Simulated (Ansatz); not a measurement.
# BClF2H5NO: the cost of one run

All numbers below are computed with Ansatz 0.2.0 (UKS CAM-B3LYP/STO-3G).

## (1) The starting structure

Bond lengths: B1–Cl2 2.170 Å, B1–F3 1.321 Å, B1–F4 1.325 Å, B1–N6 1.800 Å, N6–H9 1.010 Å, N6–H10 1.010 Å, O8–H11 0.961 Å. Angles: Cl2–B1–F3 107.0°, Cl2–B1–F4 107.0°, Cl2–B1–N6 101.2°, F3–B1–F4 118.8°, F3–B1–N6 111.8°, F4–B1–N6 109.4°, B1–N6–H9 109.1°, B1–N6–H10 108.4°, H9–N6–H10 110.4°.

Coordinates:

```xyz
11

B    -0.4531   -1.2989    0.0870
Cl    1.6648   -1.1749    0.5420
F    -0.6210   -2.3541   -0.6897
F    -1.1001   -1.2482    1.2417
H     0.1052    1.1301   -0.2278
N    -0.7083    0.2400   -0.8104
H     1.5960    0.5764    0.5630
O     1.0132    1.7001    0.4665
H    -0.4533    0.1036   -1.7777
H    -1.6832    0.4946   -0.7364
H     0.6399    1.8313    1.3419
```

## (2) Run 1

150 steps of 0.5 fs at constant energy, with velocities drawn for 100 K.

The input, input.yaml:

```yaml
crystal:
  periodic: [false, false, false]
  atoms:
    - { symbol: B, position_ang: [-0.4531, -1.2989, 0.087] }
    - { symbol: Cl, position_ang: [1.6648, -1.1749, 0.542] }
    - { symbol: F, position_ang: [-0.621, -2.3541, -0.6897] }
    - { symbol: F, position_ang: [-1.1001, -1.2482, 1.2417] }
    - { symbol: H, position_ang: [0.1052, 1.1301, -0.2278] }
    - { symbol: "N", position_ang: [-0.7083, 0.24, -0.8104] }
    - { symbol: H, position_ang: [1.596, 0.5764, 0.563] }
    - { symbol: O, position_ang: [1.0132, 1.7001, 0.4665] }
    - { symbol: H, position_ang: [-0.4533, 0.1036, -1.7777] }
    - { symbol: H, position_ang: [-1.6832, 0.4946, -0.7364] }
    - { symbol: H, position_ang: [0.6399, 1.8313, 1.3419] }
magnetization:
  spin_polarized: true
basis:
  gaussian: { orbitals: STO-3G }
hamiltonian:
  xc: cam_b3lyp
md:
  timestep: 0.5
  n_steps: 150
  ensemble: nve
  temperature: 100.0
  initial_velocities: maxwell_boltzmann
  seed: 91779
```

The run is started by

```sh
ansatz run input.yaml --threads 1 --pin off --max-ram 2048MiB --backend cpu --events-out ev --progress --plain --runs-dir out
```

**Question.** How long does this run take on 1 thread of Intel Xeon 6975P-C (Granite Rapids), shared host, and how much memory does it need?

About 7.3 min, with a peak of 0.18 GiB.
